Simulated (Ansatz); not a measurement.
Crystal: SiNi2.

```
CELL_PARAMETERS angstrom
4.99000 0.00000 0.00000
0.00000 3.72000 0.00000
0.00000 0.00000 7.03000
ATOMIC_POSITIONS crystal
Ni 0.32500 0.75000 0.93700
Ni 0.67500 0.25000 0.06300
Ni 0.17500 0.25000 0.43700
Ni 0.82500 0.75000 0.56300
Ni 0.45800 0.75000 0.29700
Ni 0.54200 0.25000 0.70300
Ni 0.04200 0.25000 0.79700
Ni 0.95800 0.75000 0.20300
Si 0.78600 0.75000 0.88600
Si 0.21400 0.25000 0.11400
Si 0.71400 0.25000 0.38600
Si 0.28600 0.75000 0.61400
```

Base run:

* Program: Ansatz 0.2.0
* Functional: r2SCAN
* Potentials or basis: Ansatz PAW
* Cutoff: 500 eV
* Density cutoff: 2000 eV
* k mesh: 5 × 5 × 3
* Occupations: fermi-dirac, width 0.05 eV
* Spin: collinear spin, antiferromagnetic start
* Starting moments: [1.0, -1.0, 1.0, -1.0, 1.0, -1.0, 1.0, -1.0, 0.0, 0.0, 0.0, 0.0] μB

Its results: band gap on the k mesh none (metal or under the smearing width); pressure -3.8 GPa; net moment 0.00 μB per cell; largest force 0.355 eV/Å.

Question: The run is repeated on the same cell with these changes: hubbard terms from none to Ni d U = 2 eV; hubbard projectors from none to ortho-atomic (the default). What comes out?

Answer: Band gap on the k mesh none (metal or under the smearing width); pressure -4.8 GPa; net moment 0.00 μB per cell; largest force 0.343 eV/Å.

Caveats: the magnetic or orbital state may not be the lowest; the PAW data sets come from PBE, with cores solved anew for the run's functional, which leaves a small shift of forces and pressure; the density of states is complete only up to the lowest level of the last band computed; the U is typed as a test and isn't derived for this compound (some runs).

Not every run made on this cell is shown here.
